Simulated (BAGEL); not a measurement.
# HF/3-21G (density fitting with qzvpp-jkfit) run of C2H5FSi (SMILES F/C=C/[SiH3])

What is the vertical singlet–triplet gap of C2H5FSi at HF/3-21G (density fitting with qzvpp-jkfit)? 

Program for the calculation: BAGEL 1.2.2.

1 further run of the same task is left out (it didn't finish).

**1. The system as given**

C2H5FSi: 9 atoms, total charge 0, spin state singlet. SMILES: `F/C=C/[SiH3]`. The shape is that of a PBE0-D4/def2-TZVP optimisation.

Bond lengths: F1–C2 1.336 Å, C2–C3 1.322 Å, C3–Si4 1.852 Å, C2–H5 1.086 Å, C3–H6 1.087 Å, Si4–H7 1.487 Å, Si4–H8 1.487 Å, Si4–H9 1.487 Å. Some angles: F1–C2–C3 122.8°, C2–C3–Si4 121.1°, F1–C2–H5 111.4°, C3–C2–H5 125.9°, C2–C3–H6 117.6°, Si4–C3–H6 121.3°, C3–Si4–H7 110.8°, C3–Si4–H8 110.8°, C3–Si4–H9 108.6°, H7–Si4–H8 107.9°.

**2. A single-point energy at HF/3-21G (density fitting with qzvpp-jkfit)**

input.json reads:

```json
{ "bagel" : [

{
  "title" : "molecule",
  "basis" : "3-21g",
  "df_basis" : "qzvpp-jkfit",
  "angstrom" : "true",
  "geometry" : [
    { "atom" : "F", "xyz" : [      -1.259900,       2.360900,       0.506400 ] },
    { "atom" : "C", "xyz" : [      -0.578300,       1.355000,      -0.048000 ] },
    { "atom" : "C", "xyz" : [      -0.336700,       0.219900,       0.584900 ] },
    { "atom" : "Si", "xyz" : [       0.614100,      -1.145000,      -0.228900 ] },
    { "atom" : "H", "xyz" : [      -0.264200,       1.599600,      -1.058100 ] },
    { "atom" : "H", "xyz" : [      -0.716100,       0.118100,       1.598600 ] },
    { "atom" : "H", "xyz" : [       1.843700,      -1.465600,       0.542800 ] },
    { "atom" : "H", "xyz" : [      -0.206700,      -2.381600,      -0.316300 ] },
    { "atom" : "H", "xyz" : [       0.992500,      -0.707600,      -1.598500 ] }
  ]
},

{
  "title" : "hf"
},

{
  "title" : "print",
  "file" : "orbitals.molden",
  "orbitals" : "true"
}

]}
```

The run is started by

```console
BAGEL_NUM_THREADS=1 BAGEL input.json > input.out
```

Standard output:

```text
* using 1 threads per process

  ===============================================================
  ===============================================================

  *** Geometry ***

  { "atom" : "F", "xyz" : [     -2.380866,      4.461454,      0.956957 ] },
  { "atom" : "C", "xyz" : [     -1.092829,      2.560579,     -0.090707 ] },
  { "atom" : "C", "xyz" : [     -0.636271,      0.415551,      1.105301 ] },
  { "atom" : "Si", "xyz" : [      1.160481,     -2.163736,     -0.432558 ] },
  { "atom" : "H", "xyz" : [     -0.499266,      3.022806,     -1.999519 ] },
  { "atom" : "H", "xyz" : [     -1.353233,      0.223177,      3.020916 ] },
  { "atom" : "H", "xyz" : [      3.484088,     -2.769583,      1.025743 ] },
  { "atom" : "H", "xyz" : [     -0.390606,     -4.500572,     -0.597720 ] },
  { "atom" : "H", "xyz" : [      1.875553,     -1.337170,     -3.020727 ] },

  Number of auxiliary basis functions:      445

  Since a DF basis is specified, we compute 2- and 3-index integrals:
    o Being stored without compression. Storage requirement is 0.009 GB

  Number of basis functions:       50
  Number of electrons      :       40

    * METHOD: MOLECULE                             0.14

  *** RHF ***

  === Nuclear Repulsion ===
   148.9502593729

      * DIIS with orbital gradients will be used.

  === RHF iteration (3-21g) ===
      0       -464.38549040          0.01950715           0.03
      1       -464.45680028          0.00980226           0.02
      2       -464.47272597          0.00172231           0.03
      3       -464.47369648          0.00032430           0.03
      4       -464.47374099          0.00012272           0.03
      5       -464.47374921          0.00002990           0.03
      6       -464.47374977          0.00001615           0.03
      7       -464.47374986          0.00000386           0.03
      8       -464.47374987          0.00000107           0.03
      9       -464.47374987          0.00000038           0.03
     10       -464.47374987          0.00000012           0.02
     11       -464.47374987          0.00000004           0.02
     12       -464.47374987          0.00000001           0.03
     13       -464.47374987          0.00000001           0.03
    * SCF iteration converged.

    * Permanent dipole moment:
           (   -0.217678,     0.255520,     0.246648) a.u.

    * METHOD: HF                                   0.45

    * METHOD: PRINT                                0.01

  ===============================================================
```

Wall time 0.76 s (1 thread of Arm Neoverse V1, shared host).

**3. The triplet, same level**

input.json reads:

```json
{ "bagel" : [

{
  "title" : "molecule",
  "basis" : "3-21g",
  "df_basis" : "qzvpp-jkfit",
  "angstrom" : "true",
  "geometry" : [
    { "atom" : "F", "xyz" : [   -1.259900,    2.360900,    0.506400 ] },
    { "atom" : "C", "xyz" : [   -0.578300,    1.355000,   -0.048000 ] },
    { "atom" : "C", "xyz" : [   -0.336700,    0.219900,    0.584900 ] },
    { "atom" : "Si", "xyz" : [    0.614100,   -1.145000,   -0.228900 ] },
    { "atom" : "H", "xyz" : [   -0.264200,    1.599600,   -1.058100 ] },
    { "atom" : "H", "xyz" : [   -0.716100,    0.118100,    1.598600 ] },
    { "atom" : "H", "xyz" : [    1.843700,   -1.465600,    0.542800 ] },
    { "atom" : "H", "xyz" : [   -0.206700,   -2.381600,   -0.316300 ] },
    { "atom" : "H", "xyz" : [    0.992500,   -0.707600,   -1.598500 ] }
  ]
},
{ "title" : "uhf", "nopen" : 2 },
{ "title" : "print", "file" : "orbitals.molden", "orbitals" : "true" }

]}
```

The run is started by

```console
BAGEL_NUM_THREADS=1 BAGEL input.json > input.out
```

Standard output:

```text
* using 1 threads per process

  ===============================================================
  ===============================================================

  *** Geometry ***

  { "atom" : "F", "xyz" : [     -2.380866,      4.461454,      0.956957 ] },
  { "atom" : "C", "xyz" : [     -1.092829,      2.560579,     -0.090707 ] },
  { "atom" : "C", "xyz" : [     -0.636271,      0.415551,      1.105301 ] },
  { "atom" : "Si", "xyz" : [      1.160481,     -2.163736,     -0.432558 ] },
  { "atom" : "H", "xyz" : [     -0.499266,      3.022806,     -1.999519 ] },
  { "atom" : "H", "xyz" : [     -1.353233,      0.223177,      3.020916 ] },
  { "atom" : "H", "xyz" : [      3.484088,     -2.769583,      1.025743 ] },
  { "atom" : "H", "xyz" : [     -0.390606,     -4.500572,     -0.597720 ] },
  { "atom" : "H", "xyz" : [      1.875553,     -1.337170,     -3.020727 ] },

  Number of auxiliary basis functions:      445

  Since a DF basis is specified, we compute 2- and 3-index integrals:
    o Being stored without compression. Storage requirement is 0.009 GB

  Number of basis functions:       50
  Number of electrons      :       40

    * METHOD: MOLECULE                             0.14

  *** Open-shell HF ***

  === Nuclear Repulsion ===
   148.9502593729

      * DIIS with orbital gradients will be used.

  === UHF iteration (3-21g) ===
      0       -464.20753281          0.03855165           0.05
      1       -464.31191116          0.01809825           0.05
      2       -464.33102000          0.00954577           0.05
      3       -464.33583032          0.00182301           0.05
      4       -464.33689714          0.00058624           0.05
      5       -464.33707563          0.00022665           0.05
      6       -464.33714290          0.00006501           0.05
      7       -464.33715520          0.00001856           0.05
      8       -464.33715726          0.00000352           0.05
      9       -464.33715742          0.00000216           0.05
     10       -464.33715749          0.00000146           0.05
     11       -464.33715752          0.00000079           0.05
     12       -464.33715752          0.00000023           0.05
     13       -464.33715752          0.00000008           0.05
     14       -464.33715752          0.00000003           0.05
     15       -464.33715752          0.00000001           0.05
    * SCF iteration converged.

    * S^2 (UHF) is 2.0209

    * Permanent dipole moment:
           (   -0.260979,     0.477874,     0.113131) a.u.

    * METHOD: UHF                                  0.94

    * METHOD: PRINT                                0.01

  ===============================================================
```

Run time: 1.3 s. Hardware: 1 thread of Arm Neoverse V1, shared host.

**4. Results**

At HF/3-21G (density fitting with qzvpp-jkfit):

```
                                        quantity          value
                           singlet: total energy  -464.47375 Eh
                          singlet: dipole moment         1.06 D
                            singlet: HOMO energy      -10.43 eV
                            singlet: LUMO energy        4.04 eV
                          singlet: HOMO–LUMO gap       14.47 eV
                           triplet: total energy  -464.33716 Eh
                          triplet: dipole moment         1.41 D
                                   triplet: ⟨S²⟩          2.021
vertical energy of the triplet above the singlet       3.717 eV
```

What this shows: At this shape the triplet lies 3.72 eV (86 kcal/mol) above the singlet.
